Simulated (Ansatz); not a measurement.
# WNH+ (sextet): the correlation ladder, def2-TZVPP

An exercise on one series of results from a longer session: the logs are not shown, and one member is left open.

Computed with Ansatz 0.2.0, Gaussian basis. Level: def2-TZVPP, core rule «outside noble gas», up to 5 orbitals frozen.

The runs, in order: UHF; ROHF; CCSD(T) on UHF.

### The geometry

The geometry is a PBE0/def2-TZVP stationary point (not a proven minimum) of the parent state, kept for this charge and spin. No spin-orbit coupling is included. Elements past krypton take def2 core potentials.

3 atoms, charge 1, spin multiplicity 6.

Atoms are counted from 1 here; the program's logs count them from 0.

Bond lengths: W1–N2 1.681 Å, N2–H3 1.018 Å. Angles: W1–N2–H3 180.0°.

Set-up of the first run:

The input, in.yaml:

```yaml
crystal:
  periodic: [false, false, false]
  atoms:
    - {symbol: W, position_ang: [0.000000, 0.000000, 1.460058]}
    - {symbol: N, position_ang: [0.000000, 0.000000, -0.220962]}
    - {symbol: H, position_ang: [0.000000, 0.000000, -1.239096]}
basis:
  gaussian: {orbitals: def2-TZVPP}
total_charge: 1
magnetization: {spin_polarized: true, initial_magnetization: 5}
hamiltonian: {xc: hf}
output: {orbitals: {seedname: orbitals}}
```

The run is started by

```bash
> ansatz run in.yaml --threads 1 --pin off --events-out ev --progress --plain --max-ram 4096MiB --backend cpu
```

Among the steps run: UHF; ROHF; CCSD(T) on UHF.

One table of the session follows, with a row left open; its other results are not shown here.

```
  method  from UCCSD(T) (kJ/mol)
    ROHF                       ?
     UHF                  +760.4
    UMP2                   +79.7
   UCCSD                   +33.2
UCCSD(T)                       0
```

**Question.** Estimate the row for ROHF.

**Answer.** from UCCSD(T) (kJ/mol): +786.6. In the column «from UCCSD(T) (kJ/mol)» it is the highest.
